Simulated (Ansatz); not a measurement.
# In in Ansatz: notebook

One slab, In, is run at these levels: BLYP, r2SCAN; tasks: band structure.

Everything below comes from runs of Ansatz 0.2.0. Logs are shortened: lines on timing, memory, paths and dates and some standing lists are left out, and cuts for length are marked.

### 1 The cell of the first run

The cell holds a slab with vacuum, 7 atoms: a = 3.364 Å, b = 3.364 Å, c = 31.200 Å, α = 90.00°, β = 90.00°, γ = 120.00°.

The slab is cut from a database's or a generator's crystal, which needn't be the stable form of the element.

### 2 Band structure, BLYP (the (0 0 1) slab of In, cut from the database cell, not relaxed)

input.yaml reads:

```yaml
crystal:
  lattice:
    - [3.363843863, 0.0, 0.0]
    - [-1.6819219315, 2.9131742397, 0.0]
    - [0.0, 0.0, 31.19956254]
  atoms:
    - { symbol: In, position: [0.33333333, 0.66666666, 0.2403879859] }
    - { symbol: In, position: [0.0, 0.0, 0.3269253239] }
    - { symbol: In, position: [0.66666667, 0.33333334, 0.413462662] }
    - { symbol: In, position: [0.0, 0.0, 0.5] }
    - { symbol: In, position: [0.33333333, 0.66666666, 0.586537338] }
    - { symbol: In, position: [0.0, 0.0, 0.6730746761] }
    - { symbol: In, position: [0.66666667, 0.33333334, 0.7596120141] }
hamiltonian:
  xc: blyp
  pseudopotentials: { kind: paw }
kpoints:
  mp_grid: { grid: [9, 9, 1] }
  band_path:
    path:
      - [0.0, 0.0, 0.0]
      - [0.5, 0.0, 0.0]
      - [0.3333333333, 0.3333333333, 0.0]
      - [0.0, 0.0, 0.0]
    npoints: 10
scf:
  occupations: { method: fermi_dirac, width: 0.05 }
  n_extra_bands: 17
output:
  forces: true
  eigenvalues: true
  fatbands: false
efield:
  axis: 3
  dipole_correction: true
  ramp_width: 0.04
```

Potentials or basis: Ansatz PAW.

The run is started by

```sh
ansatz run input.yaml --threads 4 --pin off --max-ram 11264MiB --backend cpu --events-out ev --progress --plain --runs-dir out
```

The log of the run:

```text
Warning: RAYON_NUM_THREADS=4 ignored (pool sized by the plan → 4); use --threads N
scf.n_extra_bands = 17 over 46 filled bands (N_el = 91.0): the run solves 63 bands
Engine: ansatz 0.2.0, aarch64-unknown-linux-gnu
Pseudopotentials: kind: paw
Pseudopotential: In, paw, valence charge 13, recommended cutoff 420 eV (normal), In.paw.azcp
Functional definition: BLYP
  parameter beta = 0.0042
  parameter a = 0.04918
  parameter b = 0.132
  parameter c = 0.2533
  parameter d = 0.349
  exchange = b88_x(beta = beta)
  correlation = lyp_c(a = a, b = b, c = c, d = d)
Crystal: 7 atoms, lattice volume = 305.739 Å³
Basis set: ecut = 420 eV, 6045 PW (Γ), exchange–correlation on 48×48×432 points (8 copies of the dense FFT grid, shifted against one another)
Bands: 63, of which v1, the nominal top of the filled ones, is band 46 counted from 1 (45 counted from 0)
Symmetry: 6 space group operations
k-points: 12 of 81 (time reversal used)
Non-local potential: In, projectors of the file, l = 0: 2, l = 1: 2, l = 2: 2, l = 3: 2
PAW form: soft (Blöchl's): semilocal exchange-correlation on the pseudo side does not see the compensation charge
PAW frozen core: In, regenerated for the run's functional, and the local potential with it (the file was generated under x = pbe(κ = 0.804, μ = 0.2195149727645171), c = pbe(β = 0.06672455060314922))
PAW one-centre angular grid: In, 590 points (default); XC on 64 Gauss nodes
Initial density: superposition of atomic densities (neutral atoms: chi_scale 0, normalization atom), corrected by the library's trained network
Initial wavefunctions: pseudopotential atomic-orbital guess
Functional: x = b88, c = lyp
SCF iter   1: F=—  HF=-39296.118351 eV  |F-HF|=—  |Δ(HF+E_count)|=         —  Δρ=4.77e-3  dr2=5.27e-1  ethr=1.77e-3  p=0.000 e·Å  D=1.31e-13 V/Å  ΔV_dip=-0.00 eV  dr2_dipole=3.51e-9  V_vac-E_F(+/−)=3.39/3.39 eV  ⟨swp⟩=6.2  Hψ=3104  notcnv=0  defer=34
efield: sawtooth ramp at fractional position 0.9800 (placed from the atoms, in the widest stretch of the axis that holds none; the zero of the levels goes with the place), width 0.0400; the density the first Hamiltonian is built on has a dipole p = 0.000 e·Å; the dipole correction subtracts the counter field D = 1.31e-13 V/Å, which shifts the + side's vacuum level by -0.00 eV against the − side's; the planar-averaged density in the ramp window peaks in size at 6.3e-5 e/Å³
preconditioner: auto → LDOS  [metal: Δε(μ)=0.079 eV  Ē_g=16.002 eV  σ=0.050 eV  W_gap=0.34  n_scr=52 (ndim 8)  ℏωp=20.3 eV  f_vac=0.363  D(μ)=5.26/eV (n_scr^D=16)  β→1.0]
SCF iter   2: F=—  HF=-39296.095662 eV  |F-HF|=—  |Δ(HF+E_count)|=   2.27e-2  Δρ=1.44e-3  dr2=5.93e-2  ethr=5.79e-4  p=-0.000 e·Å  D=-3.64e-7 V/Å  ΔV_dip=0.00 eV  dr2_dipole=5.94e-8  V_vac-E_F(+/−)=3.42/3.42 eV  ⟨swp⟩=2.5  Hψ=986  notcnv=0  defer=93
SCF iter   3: F=—  HF=-39296.096702 eV  |F-HF|=—  |Δ(HF+E_count)|=   1.04e-3  Δρ=1.65e-3  dr2=1.11e-2  ethr=6.52e-5  p=0.000 e·Å  D=9.66e-7 V/Å  ΔV_dip=-0.00 eV  dr2_dipole=1.52e-8  V_vac-E_F(+/−)=3.44/3.44 eV  ⟨swp⟩=3.0  Hψ=1319  notcnv=0  defer=102
SCF iter   4: F=—  HF=-39296.093736 eV  |F-HF|=—  |Δ(HF+E_count)|=   2.97e-3  Δρ=2.52e-4  dr2=2.69e-4  ethr=1.22e-5  p=-0.000 e·Å  D=-4.80e-7 V/Å  ΔV_dip=0.00 eV  dr2_dipole=2.16e-9  V_vac-E_F(+/−)=3.46/3.46 eV  ⟨swp⟩=2.8  Hψ=1331  notcnv=0  defer=102
SCF iter   5: F=—  HF=-39296.093736 eV  |F-HF|=—  |Δ(HF+E_count)|=   3.12e-7  Δρ=6.63e-5  dr2=3.04e-5  ethr=2.96e-7  p=0.000 e·Å  D=2.13e-7 V/Å  ΔV_dip=-0.00 eV  dr2_dipole=1.66e-9  V_vac-E_F(+/−)=3.46/3.46 eV  ⟨swp⟩=2.3  Hψ=1297  notcnv=0  defer=98
SCF iter   6: F=—  HF=-39296.093728 eV  |F-HF|=—  |Δ(HF+E_count)|=   8.33e-6  Δρ=2.63e-5  dr2=3.51e-6  ethr=3.34e-8  p=0.000 e·Å  D=1.77e-7 V/Å  ΔV_dip=-0.00 eV  dr2_dipole=1.93e-11  V_vac-E_F(+/−)=3.46/3.46 eV  ⟨swp⟩=2.1  Hψ=1262  notcnv=0  defer=98
SCF iter   7: F=—  HF=-39296.093728 eV  |F-HF|=—  |Δ(HF+E_count)|=   1.22e-7  Δρ=9.26e-6  dr2=4.52e-7  ethr=3.86e-9  p=-0.000 e·Å  D=-4.67e-9 V/Å  ΔV_dip=0.00 eV  dr2_dipole=2.47e-12  V_vac-E_F(+/−)=3.46/3.46 eV  ⟨swp⟩=2.0  Hψ=1211  notcnv=0  defer=98
SCF iter   8: F=-39296.093728 eV  HF=-39296.093728 eV  |F-HF|=3.53e-8  |Δ(HF+E_count)|=   7.36e-8  Δρ=3.46e-6  dr2=4.47e-8  ethr=1.10e-10  p=-0.000 e·Å  D=-1.37e-8 V/Å  ΔV_dip=0.00 eV  dr2_dipole=1.21e-11  V_vac-E_F(+/−)=3.46/3.46 eV  ⟨swp⟩=13.9  Hψ=4206  notcnv=0
SCF 1 converged in 8 iterations: F = -39296.093728 eV  dr2 = 4.47e-8
NSCF: frozen V_eff on 31 k-points
efield: sawtooth ramp at fractional position 0.9800 (kept from the solve that this one continues, or follows in the run), width 0.0400; the density the first Hamiltonian is built on has a dipole p = -0.000 e·Å; the dipole correction subtracts the counter field D = -1.37e-8 V/Å, which shifts the + side's vacuum level by +0.00 eV against the − side's; the planar-averaged density in the ramp window peaks in size at 1.4e-6 e/Å³
SCF converged after 8 iterations
Free energy (F): -39296.093728 eV
Harris-Foulkes:  -39296.093728 eV  (|F-HF|=3.53e-8)
Internal energy: -39296.051958 eV  (E = F + TS)
E sigma→0 (E₀):  -39296.072843 eV
Entropy (-TS):   -0.041771 eV (-5.967 meV/atom)
Fermi energy:    5.050996 eV
Dipole field:    D = 0.000004 V/Å  (p = 0.000006 e·Å, saw-weighted, corrected)
Work function:   Φ+ = 3.4594 eV   Φ− = 3.4595 eV
Levels:          The Fermi level and band energies are counted from a zero that moves with the ramp; work functions are not
--- Per-component energies (eV) ---
  E_band       = -641.201848
  E_kinetic    = 1692.399824
  E_local      = -70807.861770  (includes V_loc(G=0)·N_el)
  E_nonlocal   = 2548.818156
  E_hartree    = 34339.066737
  E_xc         = -1498.042833
  E_vxc        = -687.952841  (∫ρ·V_xc dr)
  E_paw        = -29184.572892  (= ΣΔE_a)
  E_vpaw       = -2064.714524  (= ΣTr[D̂ρ^β])
  E_aug_tail   = 0.000181  (compensation charges beyond the density's cutoff)
  E_efield     = 0.000000  (sawtooth field / dipole correction)
  E_vefield    = 0.000000  (∫n·V_field dr)
  E_ewald      = 23615.464559
  E_core_change = -1.323921  (= ΣΔE_core)
  E_smearing   = -0.041771  (= −TS)
  E_closure    = -0.000000  (closes the sum)
  Σ components = -39296.093728   (vs F -39296.093728, Δ=0.00e0)
--- Forces (eV/Å), atoms counted from 1 ---
  atom   1  In     0.00000000    -0.00000000    -0.38907238
  atom   2  In     0.00000000    -0.00000000     0.12016764
  atom   3  In    -0.00000000     0.00000000    -0.09350416
  atom   4  In    -0.00000000     0.00000000    -0.00000000
  atom   5  In     0.00000000    -0.00000000     0.09350395
  atom   6  In    -0.00000000     0.00000000    -0.12016774
  atom   7  In    -0.00000000     0.00000000     0.38907242
  max |Σ_I F_I| component: 2.71e-7 eV/Å
--- Band table (eV; the first three rows and the last of 12) ---
  k-point 0: bands = ["-9.7193", "-9.7154", "-9.6990", "-9.6688", "-9.6688", "-9.6686", "-9.6679", "-9.6622", "-9.6622", "-9.6419", "-9.6419", "-9.6293", "-9.6256", "-9.6166", "-9.6166", "-9.6146", "-9.6146", "-9.5950", "-9.5950", "-9.5751", "-9.5751", "-9.5208", "-9.5208", "-9.4978", "-9.4978", "-9.4688", "-9.4688", "-9.4373", "-9.4373", "-9.4080", "-9.4080", "-9.3682", "-9.3682", "-9.3373", "-9.3373", "-4.3302", "-4.0512", "-3.5711", "-2.8495", "-1.9766", "-0.9350", "0.1670", "2.3717", "3.6832", "5.2841", "6.8958", "8.1309", "8.4207", "9.6118", "9.7178", "11.6310", "11.7114", "13.0055", "13.0055", "13.2232", "13.2232", "13.5763", "13.5763", "13.9015", "13.9589", "13.9589", "14.1379", "14.4237"]
  k-point 1: bands = ["-9.7106", "-9.7091", "-9.6954", "-9.6798", "-9.6789", "-9.6630", "-9.6478", "-9.6463", "-9.6430", "-9.6347", "-9.6305", "-9.6225", "-9.6123", "-9.6049", "-9.5973", "-9.5958", "-9.5913", "-9.5882", "-9.5715", "-9.5710", "-9.5452", "-9.5375", "-9.5226", "-9.5086", "-9.4958", "-9.4774", "-9.4679", "-9.4460", "-9.4375", "-9.4232", "-9.4061", "-9.3882", "-9.3661", "-9.3628", "-9.3348", "-4.0948", "-3.8149", "-3.3339", "-2.6127", "-1.7433", "-0.7091", "0.3774", "2.6322", "3.9185", "5.5009", "7.0996", "8.3366", "8.6354", "9.8017", "9.9238", "10.7585", "11.0143", "11.4469", "11.7830", "11.8642", "11.9841", "12.0926", "12.2556", "12.7044", "12.7248", "13.3308", "13.3659", "13.7779"]
  k-point 2: bands = ["-9.7489", "-9.7469", "-9.7282", "-9.6856", "-9.6713", "-9.6551", "-9.6515", "-9.6444", "-9.6251", "-9.6182", "-9.6106", "-9.6103", "-9.5967", "-9.5899", "-9.5804", "-9.5664", "-9.5459", "-9.5414", "-9.5409", "-9.5328", "-9.5227", "-9.4919", "-9.4735", "-9.4731", "-9.4718", "-9.4568", "-9.4558", "-9.4479", "-9.4361", "-9.4302", "-9.4204", "-9.4068", "-9.3954", "-9.3612", "-9.3293", "-3.3817", "-3.1004", "-2.6189", "-1.9011", "-1.0426", "-0.0306", "1.0127", "3.3877", "4.5983", "6.1025", "7.5374", "7.5913", "7.8381", "8.3655", "8.6362", "9.1999", "9.2750", "9.6459", "10.3495", "10.5297", "10.6112", "10.6695", "10.9123", "11.3251", "11.4115", "12.1224", "12.3764", "12.4199"]
  k-point 11: bands = ["-9.7412", "-9.7412", "-9.7117", "-9.7117", "-9.6903", "-9.6735", "-9.6483", "-9.6483", "-9.6347", "-9.5805", "-9.5805", "-9.5561", "-9.5561", "-9.5518", "-9.5331", "-9.5331", "-9.5278", "-9.4942", "-9.4871", "-9.4871", "-9.4817", "-9.4693", "-9.4654", "-9.4653", "-9.4464", "-9.4464", "-9.4420", "-9.4420", "-9.3894", "-9.3894", "-9.3677", "-9.3649", "-9.3496", "-9.3330", "-9.3330", "1.5462", "1.7813", "1.8236", "1.8236", "2.1130", "2.1130", "2.1164", "3.6676", "3.6676", "3.9381", "4.2066", "4.2066", "4.5756", "4.9622", "4.9622", "5.5403", "5.8100", "5.8100", "6.5946", "6.7735", "6.7735", "8.4458", "9.0356", "9.0356", "9.7923", "9.7923", "9.8597", "11.4019"]
```

Run time: 12 s. Hardware: 4 threads of Arm Neoverse V2, shared host; peak memory 0.9 GiB.

What came out:

| Property | Result |
| --- | --- |
| Free energy | -39296.0937 eV |
| Largest force | 0.389 eV/Å |
| Band gap on the k mesh | none (metal or under the smearing width) |
| Work function of the upper face | 3.46 eV |
| Work function of the lower face | 3.46 eV |
| Dipole across the slab | 0.000 e·Å |

Forces on the atoms (eV/Å):
```
In   0.000  0.000 -0.389
In   0.000  0.000  0.120
In   0.000  0.000 -0.094
In   0.000  0.000  0.000
In   0.000  0.000  0.094
In   0.000  0.000 -0.120
In   0.000  0.000  0.389
```

Levels at the corners of the path, in eV from the Fermi level:
```
point  band 43  band 44  band 45  band 46  band 47  band 48  band 49  band 50
    Γ    -2.68    -1.37     0.23     1.84     3.08     3.37     4.56     4.67
    M    -2.75    -2.09    -2.00    -1.16    -1.07    -0.19    -0.11     1.95
    K    -1.38    -1.38    -1.11    -0.84    -0.84    -0.48    -0.09    -0.09
    Γ    -2.68    -1.37     0.23     1.84     3.08     3.37     4.56     4.67
```

Caveat: spin-orbit coupling is left out, which moves the levels of the heavy elements; the PAW data sets come from PBE, with cores solved anew for the run's functional, which leaves a small shift of forces and pressure.

### 3 Band structure, r2SCAN (the (0 0 1) slab of In, cut from the database cell, not relaxed)

input.yaml, as its differences from that of step 2:

```diff
@@ -14,3 +14,3 @@
 hamiltonian:
-  xc: blyp
+  xc: r2scan
   pseudopotentials: { kind: paw }
```

Potentials or basis: Ansatz PAW.

The run is started by

```sh
ansatz run input.yaml --threads 4 --pin off --max-ram 11264MiB --backend cpu --events-out ev --progress --plain --runs-dir out
```

It took 24 s on 4 threads of Arm Neoverse V2, shared host; peak memory 1.4 GiB.

Results (log left out):

```
Free energy                     : -39282.1928 eV
Largest force                   : 0.161 eV/Å
Band gap on the k mesh          : none (metal or under the smearing width)
Work function of the upper face : 3.81 eV
Work function of the lower face : 3.81 eV
Dipole across the slab          : 0.000 e·Å
```

Forces in eV/Å, atoms in the order of the input:
```
In   0.000  0.000 -0.020
In   0.000  0.000  0.161
In   0.000  0.000 -0.087
In   0.000  0.000  0.000
In   0.000  0.000  0.087
In   0.000  0.000 -0.161
In   0.000  0.000  0.020
```

Levels at the corners of the path, in eV from the Fermi level:
```tsv
point	band 44	band 45	band 46	band 47	band 48	band 49
Γ	-1.48	0.28	2.04	3.44	3.78	4.93
M	-2.27	-2.14	-1.24	-1.17	-0.10	-0.09
K	-1.61	-1.37	-0.97	-0.97	-0.61	-0.18
Γ	-1.48	0.28	2.04	3.44	3.78	4.93
```

Caveat: spin-orbit coupling is left out, which moves the levels of the heavy elements; the PAW data sets come from PBE, with cores solved anew for the run's functional, which leaves a small shift of forces and pressure.
